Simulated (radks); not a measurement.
# Be⁺ in [He] 2s1: an all-electron calculation

An exercise on one series of results from a longer session: the logs are not shown, and one member is left open.

Program: radks (a radial shooting solver on a logarithmic mesh, Libxc functionals) version 1. Level of theory: scalar-relativistic Kohn-Sham, r2SCAN, spin-polarised, spherical densities, finite nucleus; open shells are filled with parallel spins first. These are calculated values, not measurements, unless marked.

## The system

- element: beryllium (Z = 4)
- charge: +1
- electrons: 3
- configuration: [He] 2s1
- nuclear rms radius: 2.519 fm

Outer shells as boxes (Hund's rule):

Be⁺
```
[He] core
2s [↑ ]
```

Set-up of the first run:

The run's settings:

```text
Z 4
configuration [He] 2s1 2p0 3s0 3d0
relativity scalar-relativistic
functional r2scan,r2scan
spin polarised
nucleus finite rms 2.519 fm
c 137.035999084
```

One of the session's tables, all rows but one given; the rest of the session is left out.

It belongs to the step «Orbitals and density». Sizes of the orbitals, from the radial functions (bohr):

```
  level     <r>  outermost maximum (interpolated)  90 % within
  1s up  0.4169                             0.266        0.750
1s down       ?                                 ?            ?
  2s up   2.260                              1.88         3.48
  2p up   2.373                              1.92         3.80
```

**Question.** Estimate the row for 1s down.

**Answer.** <r>: 0.4182; outermost maximum (interpolated): 0.266; 90 % within: 0.753. In the column «<r>» it lies between 1s up (0.4169) and 2s up (2.260).
